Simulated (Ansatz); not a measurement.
I need energies of removing a hydrogen of CH2BrClSSi, SMILES Cl[Si]1(Br)CS1. Use Ansatz's Python interface. Use (for the species named): Hartree-Fock, def2-SVPD basis, multiplicity 1.

Contents of `ch2brclssi.xyz`:
```text
7

Cl   -1.69880   -1.78900   -0.61460
Si   -0.11240   -0.81660    0.10310
Br    1.60180   -2.02490    0.55080
C     0.03370    0.98380    0.18590
S     0.50950    0.65890   -1.40620
H     0.68850    1.42150    0.86520
H    -0.96100    1.49840    0.27020
```

The script, `run_bde.py`:
```python
"""X-H bond energies of CH2BrClSSi without relaxation."""

import ansatz as az


def total_energy(molecule, charge=0, unpaired=0):
    calc = molecule.calculation().basis(gaussian="def2-SVPD").functional("HF")
    if charge:
        calc = calc.charge(charge)
    if unpaired:
        calc = calc.spin("collinear", total=unpaired)
    report = calc.run(threads=1, backend="cpu").report
    if report["published_state_doubts"]:
        print("  doubts:", report["published_state_doubts"])
    return report["free_energy_ev"]

def without(molecule, index):
    rest = az.Crystal.molecule()
    for i, site in enumerate(molecule.cartesian_sites):
        if i != index:
            rest = rest.atom(site.symbol, site.position_ang)
    return rest

molecule = az.Crystal.molecule_from_extxyz("ch2brclssi.xyz")

whole = total_energy(molecule, 0)
hydrogen = total_energy(az.Crystal.molecule().atom("H", (0, 0, 0)), 0, 1)
print(f"E(molecule) = {whole:.5f} eV, E(H) = {hydrogen:.5f} eV")
for index in [6]:
    radical = total_energy(without(molecule, index), 0, 1)
    print(f"H{index}: homolysis {23.060548 * (radical + hydrogen - whole):.1f} kcal/mol")
    anion = total_energy(without(molecule, index), -1)
    print(f"H{index}: loss of a proton {23.060548 * (anion - whole):.1f} kcal/mol")
```

```console
$ python run_bde.py
E(molecule) = -102227.05410 eV, E(H) = -13.58606 eV
H6: homolysis 75.6 kcal/mol
H6: loss of a proton 393.9 kcal/mol
```

Reading the output:
- Total energies depend on the basis set; only differences at equal settings carry meaning.
- The geometry is a force-field or estimated start, not a minimum of this method, and the basis set is short of its limit. All parts are taken at fixed geometry, without zero-point energy.
- Hartree-Fock leaves correlation out, so bond, atomisation and ionisation energies come out well too low.
- The spin-orbit lowering of heavy atoms is left out.
- Finished in 24 s on 1 thread of Arm Neoverse V1 (shared host), peak memory 0.6 GiB.
